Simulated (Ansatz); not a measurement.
This script makes the interaction energy of a dimer with the counterpoise correction of B2H4Si, SMILES B1B[SiH2]1 with Ansatz 0.2.0, Python API.

The script, `dimer_b2h4si.py`:
```python
"""Interaction energy of two B2H4Si molecules, with the counterpoise correction."""

import ansatz as az

FIRST = [
    ("B", (-1.0511, -0.3599, -0.2087)),
    ("B", (0.5269, -0.3662, -0.9417)),
    ("Si", (0.2866, 0.434, 0.72)),
    ("H", (-2.1759, -0.5607, -0.2976)),
    ("H", (1.2388, -0.6819, -1.8525)),
    ("H", (0.3555, 1.9182, 0.7163)),
    ("H", (0.8195, -0.3837, 1.864)),
]
SECOND = [
    ("B", (3.2055, -3.759, 3.1561)),
    ("B", (2.0821, -3.3324, 1.8977)),
    ("Si", (2.6411, -5.0976, 2.0736)),
    ("H", (3.9253, -3.427, 3.9838)),
    ("H", (1.421, -2.4993, 1.3454)),
    ("H", (3.5627, -5.5717, 1.0089)),
    ("H", (1.605, -5.9983, 2.6872)),
]

def energy(atoms, ghosts=()):
    molecule = az.Crystal.molecule()
    for symbol, xyz in atoms:
        molecule = molecule.atom(symbol, xyz)
    calc = (
        molecule.calculation()
        .basis(gaussian="def2-SVPD")
        .correlation("mp2")  # correlation on top of the mean field
    )
    deck = calc.input()
    if ghosts:
        deck = deck.set(az.key.basis.gaussian.ghost_atoms, [{"symbol": s, "position_ang": list(xyz)} for s, xyz in ghosts])
    return az.Session.from_dict(deck).plan().execute().report["free_energy_ev"]

# monomers in their own basis and in the basis of the dimer
both = energy(FIRST + SECOND)
alone = energy(FIRST) + energy(SECOND)
ghosted = energy(FIRST, SECOND) + energy(SECOND, FIRST)
print(f"dimer {both:.6f} eV")
print(f"interaction, uncorrected   {(both - alone):8.3f} eV")
print(f"interaction, counterpoise  {(both - ghosted):8.3f} eV")
print(f"basis-set superposition    {(alone - ghosted):8.3f} eV")
```

How large is the interaction at this pose, and how much of it is basis-set superposition?

Uncorrected it is -0.061 eV, with the counterpoise correction -0.000 eV; the difference, 0.06 eV, is the superposition error.

What the script printed:

`python dimer_b2h4si.py` gives:
```text
dimer -18535.242509 eV
interaction, uncorrected     -0.061 eV
interaction, counterpoise    -0.000 eV
basis-set superposition       0.061 eV
```

Total energies depend on the basis set; only differences at equal settings carry meaning. The dimer is a generated trial pose of unrelaxed monomers, not a minimum, so the figure is no binding energy, and the basis set is small. Timing: 31 s on 1 thread of Arm Neoverse V2, on a shared host, peak memory 0.57 GiB.

(Lines on the test bed's own set-up are left out of the output.)
